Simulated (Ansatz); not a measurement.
Ti3Se:

```
CELL_PARAMETERS angstrom
3.19745 0.00000 0.00000
-1.59872 2.76907 0.00000
0.00000 0.00000 7.94275
ATOMIC_POSITIONS crystal
Se 0.00000 0.00000 0.00000
Ti 0.66667 0.33333 0.50000
Ti 0.33333 0.66667 0.77290
Ti 0.33333 0.66667 0.22710
```

The cell comes from a database or a generator and needn't be the stable form of this composition.

Base run:

| Property | Result |
| --- | --- |
| Program | Ansatz 0.2.0 |
| Functional | PBEsol |
| Potentials or basis | Ansatz PAW |
| Cutoff | 420 eV |
| Density cutoff | 1680 eV |
| k mesh | 10 × 10 × 4 |
| Occupations | fermi-dirac, width 0.05 eV |
| Spin | no spin polarisation |
| Hubbard terms | Ti d U = 1 eV |

Its results: band gap on the k mesh none (metal or under the smearing width); pressure -3.3 GPa; largest force 0.086 eV/Å.

The run is repeated on the same cell with these changes: hubbard terms from Ti d U = 1 eV to Ti d U = 5 eV. What comes out?

Band gap on the k mesh none (metal or under the smearing width); pressure 2.8 GPa; largest force 0.188 eV/Å.

Caveats: U without spin polarisation on a metal has little footing; the PAW data sets come from PBE, with cores solved anew for the run's functional, which leaves a small shift of forces and pressure.

Not every run made on this cell is shown here.
